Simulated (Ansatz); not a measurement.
# C₂H₈BNS: up Jacob's ladder to CCSD(T)

How much do the methods differ for C₂H₈BNS? The plan is to run it at one geometry with functionals of several rungs and with coupled cluster. The yardstick is the atomisation energy at the CCSD(T) limit.

Method: functionals in def2-TZVPP, the program's frozen cores in correlated methods; program: Ansatz 0.2.0, Gaussian basis.

The runs, in order: PBE-D4, r2SCAN-D4, PBE0-D4, B3LYP-D4, ωB97X-V, ωB97M-V, B2PLYP; CCSD(T)/def2-TZVPP; MP2/def2-QZVPP; extrapolation to the limit.

## Step 1: The relaxed structure

The geometry comes from an earlier relaxation with PBE0-D4 in a triple-zeta def2 set; it is a stationary point, not always the lowest conformer.

SMILES `CSB(C)N`, 13 atoms, charge 0, spin multiplicity 1.

Atoms are counted from 1 here; the program's logs count them from 0.

Bond lengths: C1–S2 1.806 Å, C1–H6 1.089 Å, C1–H7 1.090 Å, C1–H8 1.089 Å, S2–B3 1.823 Å, B3–C4 1.572 Å, B3–N5 1.400 Å, C4–H9 1.094 Å, C4–H10 1.093 Å, C4–H11 1.094 Å, N5–H12 1.005 Å, N5–H13 1.005 Å. Angles: S2–C1–H6 111.3°, S2–C1–H7 106.9°, S2–C1–H8 111.3°, H6–C1–H7 108.7°, H6–C1–H8 109.7°, H7–C1–H8 108.7°, C1–S2–B3 103.7°, S2–B3–C4 122.5°, S2–B3–N5 116.4°, C4–B3–N5 121.1°, B3–C4–H9 111.4°, B3–C4–H10 112.3°, B3–C4–H11 111.4°, H9–C4–H10 107.6°, H9–C4–H11 106.2°, H10–C4–H11 107.6°, B3–N5–H12 122.1°, B3–N5–H13 124.0° and more.

## Step 2: PBE-D4 (GGA)

in.yaml reads:

```yaml
crystal:
  periodic: [false, false, false]
  atoms:
    - {symbol: C, position_ang: [-1.466726, -0.010924, 1.552313]}
    - {symbol: S, position_ang: [-0.818488, 1.315157, 0.512216]}
    - {symbol: B, position_ang: [0.402120, 0.474752, -0.548918]}
    - {symbol: C, position_ang: [0.692744, -1.066877, -0.443808]}
    - {symbol: N, position_ang: [1.078086, 1.277612, -1.475713]}
    - {symbol: H, position_ang: [-1.950059, -0.783213, 0.954980]}
    - {symbol: H, position_ang: [-2.209413, 0.438385, 2.210827]}
    - {symbol: H, position_ang: [-0.681592, -0.456113, 2.162435]}
    - {symbol: H, position_ang: [1.035515, -1.341131, 0.558490]}
    - {symbol: H, position_ang: [1.454803, -1.395618, -1.155383]}
    - {symbol: H, position_ang: [-0.210212, -1.656231, -0.630200]}
    - {symbol: H, position_ang: [1.767948, 0.903436, -2.102820]}
    - {symbol: H, position_ang: [0.925974, 2.265866, -1.579721]}
basis:
  gaussian: {orbitals: def2-TZVPP}
hamiltonian: {xc: pbe, dispersion: d4}
output: {forces: true, orbitals: {seedname: orbitals}}
```

Launch:

```bash
ansatz run in.yaml --threads 4 --pin off --events-out ev --progress --plain --max-ram 10444MiB
```

After this run come: r2SCAN-D4 (meta-GGA); PBE0-D4 (hybrid); B3LYP-D4 (hybrid); ωB97X-V (range-separated); ωB97M-V (range-separated); B2PLYP (double hybrid); CCSD(T) in def2-TZVPP; MP2 in def2-QZVPP.

Before running them: what should the planned runs give, taken together? Wanted: atomisation energy, CCSD(T)/CBS; farthest; mean size of error, hybrid; mean size of error, range-separated; gap, smallest and largest; T1 diagnostic; triples share of the correlation energy.

The runs gave:

| quantity | value |
| --- | --- |
| atomisation energy, CCSD(T)/CBS | 1181.3 kcal/mol |
| functionals within 5.9 kcal/mol (0.5 %) | none; nearest ωB97X-V (+6.4 kcal/mol) |
| farthest | PBE-D4 (+27.2 kcal/mol) |
| mean size of error, hybrid | 8.6 kcal/mol |
| mean size of error, range-separated | 8.0 kcal/mol |
| gap, smallest and largest | 5.27 eV (PBE-D4), 11.44 eV (ωB97X-V) |
| T1 diagnostic | 0.0111 |
| triples share of the correlation energy | 4.0 % |

PBE-D4 misses by +27.2 kcal/mol. Double hybrids carry the basis error of their MP2 part in triple zeta, and no dispersion term here, so their miss is partly the set-up's. The reference freezes the cores and leaves out relativity and excitations past (T), so misses under about 5.9 kcal/mol can't be ranked. Hartree-Fock recovers 74 % of the binding; the rest is correlation. The gap grows from 5.3 to 11.4 eV across the functionals, mostly with the share of exact exchange.
